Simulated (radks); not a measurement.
# Ionisation of N: one atom, several choices of functional

One table from this session's results is given with a row withheld; the runs are named, their logs left out.

Program: radks (a radial shooting solver on a logarithmic mesh, Libxc functionals) version 1. Level of theory: Dirac Kohn-Sham, spin-unpolarised, spherical densities, point nucleus; open shells are shared between the two j in proportion to 2j + 1. These are calculated values, not measurements, unless marked.

**Starting point**

| Property | Result |
| --- | --- |
| element | nitrogen (Z = 7) |
| charge | 0 |
| electrons | 7 |
| configuration | [He] 2s2 2p3 |
| ion | N⁺, [He] 2s2 2p2 |
| choices | exchange-only LDA; HCTH/407; RPBE; BP86; AM05; exchange-only B88 |

The outer shells:

N
```
[He] core
2s [↑↓]
2p [↑ ][↑ ][↑ ]
```

N⁺
```
[He] core
2s [↑↓]
2p [↑ ][↑ ][  ]
```

Set-up of the first run:

Input:

```text
Z 7
configuration [He] 2s2 2p3
relativity Dirac
functional lda,
spin unpolarised
j_filling average
nucleus point
c 137.035999084
```

Among the steps run: exchange-only LDA: N; exchange-only LDA: N⁺; HCTH/407: N; HCTH/407: N⁺; RPBE: N; RPBE: N⁺; BP86: N; BP86: N⁺; AM05: N; AM05: N⁺; exchange-only B88: N; exchange-only B88: N⁺.

One table of the session follows, with a row left open; its other results are not shown here.

| functional | E(N) (hartree) | Δ-SCF (eV) | −ε(HOMO) (eV) | <r> HOMO (bohr) |
| --- | --- | --- | --- | --- |
| exchange-only LDA | -53.59923 | 12.383 | 6.003 | 1.509 |
| HCTH/407 | -54.49373 | 13.806 | 7.294 | 1.485 |
| RPBE | -54.52398 | 13.545 | 7.044 | 1.489 |
| BP86 | -54.51634 | 13.680 | 7.180 | 1.481 |
| AM05 | -54.12591 | 13.502 | 7.011 | 1.484 |
| exchange-only B88 | ? | ? | ? | ? |

Q: Estimate the row for exchange-only B88 from the others.

The run gave: E(N) (hartree): -54.29497; Δ-SCF (eV): 12.709; −ε(HOMO) (eV): 6.265; <r> HOMO (bohr): 1.501. In the column «E(N) (hartree)» it lies between HCTH/407 (-54.49373) and AM05 (-54.12591).

Spin polarisation and multiplet splitting are left out, so open shells lie too high by an amount that depends on their filling.
